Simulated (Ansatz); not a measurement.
# GeF2 (singlet): the correlation ladder, cc-pVDZ

How much of the correlation energy of GeF2 (singlet) does each wave-function method recover here?

Program: Ansatz 0.2.0, Gaussian basis. Level of theory: cc-pVDZ, core rule «outside noble gas», up to 16 orbitals frozen. These are calculated values, not measurements.

Plan: UHF; CCSD(T) on RHF; BCCD(T) on RHF; CISD; CCSDT(Q) on RHF; CASSCF and MRCISD+Q, 14 electrons in 10 orbitals; CASSCF and NEVPT2, 14 electrons in 10 orbitals.

28 further runs of the same task are left out: 5 for a known fault of the program, 7 that didn't finish, 16 set aside as unsound or not needed. Runs told in other sessions of the task aren't counted.

## (1) The geometry

The geometry is a PBE0/def2-TZVP stationary point (not a proven minimum) of the parent state, kept for this charge and spin. No spin-orbit coupling is included. The filled d shell of Ge may be among the frozen orbitals whatever the setting's name suggests.

3 atoms, charge 0, spin multiplicity 1.

Atoms are counted from 1 here; the program's logs count them from 0.

Bond lengths: Ge1–F2 1.738 Å, Ge1–F3 1.738 Å. Angles: F2–Ge1–F3 113.8°.

In the tables R marks a restricted determinant and U an unrestricted one; 'valence' is the active space of 14 electrons in 10 orbitals; energies count from the table's Hartree-Fock row.

## (2) UHF

Contents of in.yaml:

```yaml
crystal:
  periodic: [false, false, false]
  atoms:
    - {symbol: Ge, position_ang: [0.000000, -0.325890, 0.000000]}
    - {symbol: F, position_ang: [0.000000, 0.623017, -1.456249]}
    - {symbol: F, position_ang: [0.000000, 0.623017, 1.456249]}
basis:
  gaussian: {orbitals: cc-pVDZ}
magnetization: {spin_polarized: true, initial_magnetization: 0}
hamiltonian: {xc: hf}
output: {orbitals: {seedname: orbitals}}
```

Command:

```bash
> ansatz run in.yaml --threads 1 --pin off --events-out ev --progress --plain --max-ram 2393MiB
```

Log:

```text
Functional definition: HF
  name "HF"
  cite "Fock, Z. Phys. 61, 126 (1930) doi:10.1007/BF01340294"
  parent pbe
  exchange = exact_x
  correlation = 0
591 factors; integrals over basis functions are off by at most 5.3e-4 eV
mean field evaluation 1: about -61883.7033 eV, gradient 2.6e1 eV
mean field evaluation 2: about -61883.7232 eV, gradient 2.6e1 eV
mean field evaluation 4: about -61886.2780 eV, gradient 1.1e0 eV
mean field evaluation 8: about -61886.2999 eV, gradient 2.2e-4 eV
mean field evaluation 16: about -61886.1610 eV, gradient 1.1e0 eV
mean field evaluation 32: about -61875.4872 eV, gradient 1.2e1 eV
mean field -61886.29991389 eV, -2274.2795737949 hartree, gradient 5.4e-6 eV, S^2 0.000000; 0 other end points of the search recorded, 0 dependent functions left out
reference -61886.29991389 eV, -2274.2795737949 hartree; 25, 25 occupied and 30, 30 virtual orbitals, 591 factors
Total energy: -61886.29991389 eV, -2274.2795737949 hartree
```

It took 1.1 s on 1 thread of Arm Neoverse V2, shared host.

From the report: ⟨S²⟩ of the determinant 0.000 (pure singlet: 0.00).

The unrestricted search falls back on the restricted solution.

## (3) CCSD(T) on RHF

in.yaml, as its differences from that of step 2:

```diff
@@ -8,4 +8,4 @@
   gaussian: {orbitals: cc-pVDZ}
-magnetization: {spin_polarized: true, initial_magnetization: 0}
-hamiltonian: {xc: hf}
-output: {orbitals: {seedname: orbitals}}
+magnetization: {spin_polarized: false}
+correlation: {method: ccsd_t, electrons: outside_noble_gas}
+output: {forces: true}
```

The command is unchanged.

Log (excerpt; [...] marks lines left out):

```text
Functional definition: HF
  name "HF"
  cite "Fock, Z. Phys. 61, 126 (1930) doi:10.1007/BF01340294"
  parent pbe
[...]
591 factors; integrals over basis functions are off by at most 5.3e-4 eV
[...]
mean field -61886.29991389 eV, -2274.2795737949 hartree, gradient 9.0e-6 eV, S^2 0.000000; 0 other end points of the search recorded, 0 dependent functions left out
16 core orbitals not correlated: weight in the atoms' cores, before any rotation towards them, 0.942 or more for the frozen orbitals, at most 0.056 for the correlated occupied ones
reference -61886.29991389 eV, -2274.2795737949 hartree; 9, 9 occupied and 30, 30 virtual orbitals, 591 factors
second order -12.40255505 eV of doubles, -0.00000000 eV of singles
cycle   1  -12.21253315 eV  change    1.9e-1 eV  update   1.1e-1
[...]
cycle  10  -12.64455262 eV  change   -1.0e-5 eV  update   4.9e-6
perturbative correction -0.25967923 eV, -0.0095430357 hartree
[...]
Total energy: -61899.20414574 eV, -2274.7537955685 hartree
Atom 0 at     0.000000    -0.325890     0.000000 Å, force     0.000000    -2.361134    -0.000000 eV/Å
Atom 1 at     0.000000     0.623017    -1.456249 Å, force     0.000000     1.180567    -0.386890 eV/Å
Atom 2 at     0.000000     0.623017     1.456249 Å, force    -0.000000     1.180567     0.386891 eV/Å
Dipole moment:    -0.000000    -0.295237    -0.000000 e Å
```

It took 2.4 s on 1 thread of Arm Neoverse V2, shared host.

From the report: correlation -12.9042 eV; T1 0.018; largest double amplitude 0.10.

## (4) BCCD(T) on RHF

in.yaml, as its differences from that of step 3:

```diff
@@ -9,3 +9,2 @@
 magnetization: {spin_polarized: false}
-correlation: {method: ccsd_t, electrons: outside_noble_gas}
-output: {forces: true}
+correlation: {method: bccd_t, electrons: outside_noble_gas}
```

Launched as before.

Log (excerpt; [...] marks lines left out):

```text
Functional definition: HF
  name "HF"
  cite "Fock, Z. Phys. 61, 126 (1930) doi:10.1007/BF01340294"
  parent pbe
[...]
591 factors; integrals over basis functions are off by at most 5.3e-4 eV
[...]
mean field -61886.29991389 eV, -2274.2795737949 hartree, gradient 9.0e-6 eV, S^2 0.000000; 0 other end points of the search recorded, 0 dependent functions left out
16 core orbitals not correlated: weight in the atoms' cores, before any rotation towards them, 0.942 or more for the frozen orbitals, at most 0.056 for the correlated occupied ones
reference -61886.29991389 eV, -2274.2795737949 hartree; 9, 9 occupied and 30, 30 virtual orbitals, 591 factors
second order -12.40255505 eV of doubles, -0.00000000 eV of singles
cycle   1  -12.18665255 eV  change    2.2e-1 eV  update   1.1e-1
[...]
cycle  10  -12.59742202 eV  change   -1.3e-5 eV  update   5.0e-6
perturbative correction -0.31826181 eV, -0.0116959056 hartree
Total energy: -61899.21559772 eV, -2274.7542164208 hartree
```

It took 1 s on 1 thread of Arm Neoverse V2, shared host.

From the report: correlation -12.9157 eV; largest double amplitude 0.10.

## (5) CISD

in.yaml, as its differences from that of step 4:

```diff
@@ -8,3 +8,2 @@
   gaussian: {orbitals: cc-pVDZ}
-magnetization: {spin_polarized: false}
-correlation: {method: bccd_t, electrons: outside_noble_gas}
+correlation: {active_space: {ras: {orbitals: [9, 0, 30], electrons: 18, max_holes: 2, max_particles: 2}, fixed_orbitals: true}}
```

The command is unchanged.

Log:

```text
Functional definition: HF
  name "HF"
  cite "Fock, Z. Phys. 61, 126 (1930) doi:10.1007/BF01340294"
  parent pbe
  exchange = exact_x
  correlation = 0
591 factors; integrals over basis functions are off by at most 5.3e-4 eV
mean field evaluation 1: about -61883.6453 eV, gradient 3.7e1 eV
mean field evaluation 2: about -61883.7021 eV, gradient 3.8e1 eV
mean field evaluation 4: about -61886.2690 eV, gradient 1.5e0 eV
mean field evaluation 8: about -61886.2997 eV, gradient 1.7e-1 eV
mean field -61886.29991389 eV, -2274.2795737949 hartree, gradient 9.0e-6 eV, S^2 0.000000; 0 other end points of the search recorded, 0 dependent functions left out
reference -61886.29991389 eV, -2274.2795737949 hartree; 25, 25 occupied and 30, 30 virtual orbitals, 591 factors
state -61897.63203354 eV, -2274.6960215106 hartree
Total energy: -61897.63203354 eV, -2274.6960215106 hartree
```

Run time: 2 s. Hardware: 1 thread of Arm Neoverse V2, shared host.

From the report: 27,031 determinants.

## (6) CCSDT(Q) on RHF

in.yaml, as its differences from that of step 5:

```diff
@@ -8,2 +8,3 @@
   gaussian: {orbitals: cc-pVDZ}
-correlation: {active_space: {ras: {orbitals: [9, 0, 30], electrons: 18, max_holes: 2, max_particles: 2}, fixed_orbitals: true}}
+magnetization: {spin_polarized: false}
+correlation: {method: ccsdt_q, electrons: outside_noble_gas}
```

Same command.

Log (excerpt; [...] marks lines left out):

```text
Functional definition: HF
  name "HF"
  cite "Fock, Z. Phys. 61, 126 (1930) doi:10.1007/BF01340294"
  parent pbe
[...]
1011 factors; integrals over basis functions are off by at most 7.7e-8 eV
[...]
mean field -61886.30030862 eV, -2274.2795883008 hartree, gradient 2.7e-6 eV, S^2 0.000000; 0 other end points of the search recorded, 0 dependent functions left out
16 core orbitals not correlated: weight in the atoms' cores, before any rotation towards them, 0.942 or more for the frozen orbitals, at most 0.056 for the correlated occupied ones
reference -61886.30030862 eV, -2274.2795883008 hartree; 9, 9 occupied and 30, 30 virtual orbitals, 1011 factors
second order -12.40258605 eV of doubles, -0.00000000 eV of singles
cycle   1  -12.21255252 eV  change    1.9e-1 eV  update   1.2e-1
[...]
cycle  16  -12.91936255 eV  change    6.0e-7 eV  update   4.6e-7
perturbative correction -0.03679160 eV, -0.0013520663 hartree
Total energy: -61899.25646277 eV, -2274.7557181838 hartree
```

Run time: 16 s. Hardware: 1 thread of Arm Neoverse V2, shared host; peak memory 0.32 GiB.

From the report: correlation -12.9562 eV; T1 0.018; largest double amplitude 0.11.

## (7) CASSCF and MRCISD+Q, 14 electrons in 10 orbitals

in.yaml, as its differences from that of step 6:

```diff
@@ -8,3 +8,2 @@
   gaussian: {orbitals: cc-pVDZ}
-magnetization: {spin_polarized: false}
-correlation: {method: ccsdt_q, electrons: outside_noble_gas}
+correlation: {method: fic_mrcisd_q, electrons: outside_noble_gas, active_space: {window: {electrons: 14, orbitals: 10}, shells: [{species: F, l: p, shell: 2}, {species: Ge, l: s, shell: 4}, {species: Ge, l: p, shell: 4}]}}
```

The command is unchanged.

Log (excerpt; [...] marks lines left out):

```text
Functional definition: HF
  name "HF"
  cite "Fock, Z. Phys. 61, 126 (1930) doi:10.1007/BF01340294"
  parent pbe
[...]
1011 factors; integrals over basis functions are off by at most 7.7e-8 eV
[...]
mean field -61886.30030862 eV, -2274.2795883008 hartree, gradient 2.7e-6 eV, S^2 0.000000; 0 other end points of the search recorded, 0 dependent functions left out
reference -61886.30030862 eV, -2274.2795883008 hartree; 25, 25 occupied and 30, 30 virtual orbitals, 1011 factors
state -61888.43374893 eV, -2274.3579907862 hartree
contracted CI cycle   1: correlation 0.00000000 eV, 0.0000000000 hartree, residual 3.98e1 eV
contracted CI cycle   2: correlation -9.36447099 eV, -0.3441379614 hartree, residual 7.23e0 eV
contracted CI cycle   3: correlation -9.77613195 eV, -0.3592662228 hartree, residual 1.72e0 eV
contracted CI cycle   4: correlation -9.80540193 eV, -0.3603418746 hartree, residual 5.41e-1 eV
contracted CI cycle   5: correlation -9.80800761 eV, -0.3604376317 hartree, residual 1.59e-1 eV
contracted CI cycle   6: correlation -9.80823270 eV, -0.3604459034 hartree, residual 5.65e-2 eV
contracted CI cycle   7: correlation -9.80825891 eV, -0.3604468667 hartree, residual 2.02e-2 eV
contracted CI cycle   8: correlation -9.80826218 eV, -0.3604469867 hartree, residual 6.12e-3 eV
contracted CI cycle   9: correlation -9.80826249 eV, -0.3604469984 hartree, residual 2.03e-3 eV
state -61888.43374893 eV, -2274.3579907862 hartree; corrected -61899.03584999 eV, -2274.7476108137 hartree
Total energy: -61899.03584999 eV, -2274.7476108137 hartree
Checks for a lower state left out: starts, orbital_swaps
```

It took 10 s on 1 thread of Arm Neoverse V2, shared host; peak memory 0.57 GiB.

From the report: 3,632 determinants; active occupations 2.00, 2.00, 2.00, 1.99, 1.99, 1.98, 1.98, 0.03, 0.02, 0.02.

## (8) CASSCF and NEVPT2, 14 electrons in 10 orbitals

Contents of in.yaml:

```yaml
crystal:
  periodic: [false, false, false]
  atoms:
    - {symbol: Ge, position_ang: [0.000000, -0.325890, 0.000000]}
    - {symbol: F, position_ang: [0.000000, 0.623017, -1.456249]}
    - {symbol: F, position_ang: [0.000000, 0.623017, 1.456249]}
basis:
  gaussian: {orbitals: cc-pVDZ}
correlation: {method: sc_nevpt2, electrons: outside_noble_gas, active_space: {window: {electrons: 14, orbitals: 10}, shells: [{species: F, l: p, shell: 2}, {species: Ge, l: s, shell: 4}, {species: Ge, l: p, shell: 4}]}}
```

Same command.

Log:

```text
Functional definition: HF
  name "HF"
  cite "Fock, Z. Phys. 61, 126 (1930) doi:10.1007/BF01340294"
  parent pbe
  exchange = exact_x
  correlation = 0
1011 factors; integrals over basis functions are off by at most 7.7e-8 eV
mean field evaluation 1: about -61883.5502 eV, gradient 3.8e1 eV
mean field evaluation 2: about -61883.6713 eV, gradient 3.8e1 eV
mean field evaluation 4: about -61886.2599 eV, gradient 1.5e0 eV
mean field evaluation 8: about -61886.3003 eV, gradient 3.5e-2 eV
mean field evaluation 16: about -61886.3003 eV, gradient 2.7e-6 eV
mean field -61886.30030862 eV, -2274.2795883008 hartree, gradient 2.7e-6 eV, S^2 0.000000; 0 other end points of the search recorded, 0 dependent functions left out
reference -61886.30030862 eV, -2274.2795883008 hartree; 25, 25 occupied and 30, 30 virtual orbitals, 1011 factors
state -61888.43374893 eV, -2274.3579907862 hartree
state -61888.43374893 eV, -2274.3579907862 hartree; corrected -61897.96855008 eV, -2274.7083882655 hartree
Total energy: -61897.96855008 eV, -2274.7083882655 hartree
Checks for a lower state left out: starts, orbital_swaps
```

Run time: 6 s. Hardware: 1 thread of Arm Neoverse V2, shared host.

From the report: 3,632 determinants; active occupations 2.00, 2.00, 2.00, 1.99, 1.99, 1.98, 1.98, 0.03, 0.02, 0.02.

## (9) Natural occupations

Natural occupations of the CASSCF valence state about the gap (report; correlated orbitals 3 to 10): 1.997, 1.990, 1.987, 1.979, 1.978, 0.028, 0.023, 0.022. The count of effectively unpaired electrons, Σ n²(2 − n)², is 0.01; a single determinant of this spin has 0.

## (10) Misses and costs

The yardstick is RCCSDT(Q), where the cluster series has nearly closed. Rows without a time are mean-field rows or come out of runs for another level: lower rungs of the coupled-cluster runs, CASSCF and MRCISD of the multireference runs, or the Hartree-Fock search. The times of RCCSD(T) include forces.

Differences are taken before rounding.

```
          method  energy from the lowest RHF (meV)  from RCCSDT(Q) (meV)   time
             RHF                               0.0              +12956.5       
            RMP2                          -12402.6                +554.0       
           RCCSD                          -12644.6                +312.0       
        RCCSD(T)                          -12904.2                 +52.3  2.4 s
         BCCD(T)                          -12915.7                 +40.9    1 s
          RCCSDT                          -12919.8                 +36.8       
       RCCSDT(Q)                          -12956.5                     0   16 s
  CASSCF valence                           -2133.8              +10822.7       
  NEVPT2 valence                          -11668.6               +1287.9    6 s
  MRCISD valence                          -11942.1               +1014.5       
MRCISD+Q valence                          -12735.9                +220.6   10 s
```

Among the levels timed on like hardware and quicker than the yardstick, those that no quicker one beats, quickest first: BCCD(T) (1 s, +40.9 meV).

Not comparable, so not listed: CISD (they don't share determinant, frozen orbitals or solution with the rows shown, or repeat one).

## (11) Summary of results

```
                         quantity            value
    RCCSDT(Q) from the RHF energy      -12.9565 eV
              RMP2 from RCCSDT(Q)       +554.0 meV
             RCCSD from RCCSDT(Q)       +312.0 meV
          RCCSD(T) from RCCSDT(Q)        +52.3 meV
    NEVPT2 valence from RCCSDT(Q)      +1287.9 meV
  MRCISD+Q valence from RCCSDT(Q)       +220.6 meV
levels within 1 kcal/mol (43 meV)  BCCD(T), RCCSDT
                    T1 diagnostic            0.018
   effectively unpaired electrons             0.01
```

What this shows: RCCSD(T) misses by +52.3 meV, 0.4 % of the correlation energy. One determinant dominates. Of the multireference levels listed MRCISD+Q valence comes nearest in total energy (+220.6 meV), which doesn't show that its space is the better one. These misses are within one basis, not against nature.

For cost: BCCD(T) gets within 40.9 meV in 1 s, where RCCSDT(Q) took 16 s.
